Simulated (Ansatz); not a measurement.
# Ga: relaxed, then solved by several methods

What cell, bands and charges does Ga have, and do the methods agree? The runs shown use PAW, LAPW, crystal datasets and norm-conserving. Its runs: relaxed (PAW); the reference run (LAPW, PAW, crystal datasets and norm-conserving); no relativity (LAPW); spin-orbit coupling on (LAPW and PAW).

Method: DFT PBE, with the methods named in each step, in Ansatz 0.2.0.

### Step 1. The structure to begin with

The structure is orthorhombic, space group Cmce (No. 64). Conventional cell: a = 4.523 Å, b = 7.661 Å, c = 4.524 Å, α = 90.00°, β = 90.00°, γ = 90.00°. Around Ga (site symmetry m) lie 7 Ga at 2.48 to 2.79 Å.

As a file:

```
Ga
1.0
     2.26150   -3.83050    0.00000
     2.26150    3.83050    0.00000
     0.00000    0.00000    4.52400
Ga
4
Direct
  0.84510 0.15490 0.08100
  0.65490 0.34510 0.58100
  0.15490 0.84510 0.91900
  0.34510 0.65490 0.41900
```

Atoms are numbered in the order of the input: Ga1, Ga2, Ga3, Ga4.

### Step 2. Relaxed, PAW

input.yaml reads:

```yaml
crystal:
  lattice:
    - [2.2615, -3.8305, 0.0]
    - [2.2615, 3.8305, 0.0]
    - [0.0, 0.0, 4.524]
  atoms:
    - { symbol: Ga, position: [0.8451, 0.1549, 0.081] }
    - { symbol: Ga, position: [0.6549, 0.3451, 0.581] }
    - { symbol: Ga, position: [0.1549, 0.8451, 0.919] }
    - { symbol: Ga, position: [0.3451, 0.6549, 0.419] }
kpoints:
  mp_grid: { grid: [13, 13, 11] }
scf:
  occupations: { method: fermi_dirac, width: 0.05 }
hamiltonian:
  xc: pbe
  pseudopotentials: { kind: paw }
output:
  forces: true
  stress: true
relax:
  f_tol: 0.003
  max_steps: 80
  cell: {}
```

On the command line:

```
ansatz run input.yaml --threads 4 --pin off --max-ram 10240MiB --backend cpu --events-out ev --progress --plain --runs-dir out
```

Further steps of the session: The relaxed cell, LAPW; The relaxed cell, PAW; The relaxed cell, crystal datasets; The relaxed cell, norm-conserving; No relativity, LAPW; Spin-orbit coupling on, LAPW; Spin-orbit coupling on, PAW.

What does the calculation give? Wanted: volume, relaxed; gap.

As calculated:

```
             quantity                 value
volume, relaxed (PAW)  20.306 Å³/atom, Cmce
           gap (LAPW)                  none
```

Relaxing changes the volume by +3.6 %, to 20.31 Å³/atom. Bands cross the Fermi level: the crystal is a metal at this level. In pressure, PAW differs from LAPW by -0.02 GPa. No relativity moves the pressure by +0.24 GPa. Spin-orbit coupling on moves the pressure by -0.02 GPa.
